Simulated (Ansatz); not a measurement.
# ClH₄NSi + H₂: a complex and its separated parts

The complex below is one end of an elementary step. How strongly is it bound against its free parts?

Computed with Ansatz 0.2.0, Gaussian basis. Level: PBE0-D4/def2-TZVP structures, single points in def2-TZVPP, no counterpoise correction.

Levels: SPW92, PBE-D4, BLYP-D4, r2SCAN-D4, B97M-V, PBE0-D4, B3LYP-D4, r2SCAN0-D4, BHLYP-D4, CAM-B3LYP-D4, wB97X-V, wB97M-V, B2PLYP, PBE-QIDH, RPA on PBE, Hartree-Fock, MP2, CCSD, CCSD(T).

Correlated methods freeze the cores. B3LYP uses VWN-RPA correlation. B2PLYP carries no dispersion term here.

95 further runs of the same task are left out: 1 that didn't finish, 94 set aside as unsound or not needed.

## (1) Where the work starts

The complex: 9 atoms, charge 0, spin multiplicity 1.

Atoms are counted from 1 here; the program's logs count them from 0.

Bond lengths: Si1–Cl2 2.073 Å, Si1–H3 1.478 Å, Si1–H4 1.478 Å, Si1–N5 1.700 Å, N5–H8 1.008 Å, N5–H9 1.008 Å, H6–H7 0.747 Å. Angles: Cl2–Si1–H3 105.7°, Cl2–Si1–H4 105.7°, Cl2–Si1–N5 115.1°, H3–Si1–H4 113.4°, H3–Si1–N5 108.5°, H4–Si1–N5 108.5°, Si1–N5–H8 120.4°, Si1–N5–H9 120.4°, H8–N5–H9 111.1°.

Geometry (Å):

```tsv
atom	x (Å)	y (Å)	z (Å)
Si1	-1.2677	-0.3644	-0.1760
Cl2	-0.1205	-1.7256	-1.2389
H3	-2.1362	0.2938	-1.1744
H4	-2.0165	-1.1614	0.8181
N5	-0.3855	0.8340	0.6463
H6	2.5461	-0.1984	-0.3385
H7	3.1843	0.1392	-0.1469
H8	0.1383	0.6021	1.4752
H9	0.0576	1.5808	0.1352
```

Its parts: ClH₄NSi holds atoms 1, 2, 3, 4, 5, 8, 9; H₂ holds atoms 6, 7. Each part counts its atoms afresh in its own runs.

## (2) Relaxing ClH₄NSi alone

The input, relax-a/in.yaml:

```yaml
crystal:
  periodic: [false, false, false]
  atoms:
    - {symbol: Si, position_ang: [-1.267745, -0.364417, -0.176023]}
    - {symbol: Cl, position_ang: [-0.120462, -1.725583, -1.238897]}
    - {symbol: H, position_ang: [-2.136151, 0.293827, -1.174435]}
    - {symbol: H, position_ang: [-2.016539, -1.161416, 0.818126]}
    - {symbol: N, position_ang: [-0.385475, 0.834017, 0.646287]}
    - {symbol: H, position_ang: [0.138324, 0.602108, 1.475152]}
    - {symbol: H, position_ang: [0.057649, 1.580760, 0.135231]}
basis:
  gaussian: {orbitals: def2-TZVP}
hamiltonian: {xc: pbe0, dispersion: d4}
relax: {f_tol: 0.005, max_steps: 200}
```

On the command line:

```
$ ansatz run in.yaml --threads 2 --pin off --events-out ev --progress --plain --max-ram 4352MiB
```

After this run come: Relaxing H₂ alone; SPW92/def2-TZVPP; PBE-D4/def2-TZVPP; BLYP-D4/def2-TZVPP; r2SCAN-D4/def2-TZVPP; B97M-V/def2-TZVPP; PBE0-D4/def2-TZVPP; B3LYP-D4/def2-TZVPP; r2SCAN0-D4/def2-TZVPP; BHLYP-D4/def2-TZVPP; CAM-B3LYP-D4/def2-TZVPP; wB97X-V/def2-TZVPP; wB97M-V/def2-TZVPP; B2PLYP/def2-TZVPP; PBE-QIDH/def2-TZVPP; RPA on PBE/def2-TZVPP; CCSD(T)/def2-TZVPP; Vibrations of ClH₄NSi; Vibrations of H₂.

**Question.** What will these runs give? Wanted: complex less parts, CCSD(T)/def2-TZVPP; with zero-point energy; largest T1 diagnostic.

**Answer**, as computed:

| quantity | value |
| --- | --- |
| complex less parts, CCSD(T)/def2-TZVPP | -2.22 kJ/mol |
| with zero-point energy | +1.26 kJ/mol |
| largest T1 diagnostic | 0.009 |

What this shows: At CCSD(T) the complex lies 2.22 kJ/mol below its parts. The functionals run from r2SCAN-D4, off by -0.26 kJ/mol, to SPW92, off by -3.60 kJ/mol, against CCSD(T). Mean unsigned error by rung: LDA 3.60, GGA 1.17, meta-GGA 0.59, hybrid 0.86, range-separated hybrid 0.89, double hybrid 0.78 kJ/mol. PBE-D4 gives a relative energy 2.00 kJ/mol too low, an error of 90 % of the reference. The complex's frequency run has imaginary modes: the structure is no minimum, so both the energy and the zero-point correction are in doubt. No counterpoise was applied, and triple zeta lacks some correlation, so the CCSD(T) reference has a basis error of its own, and close matches with it are partly luck.
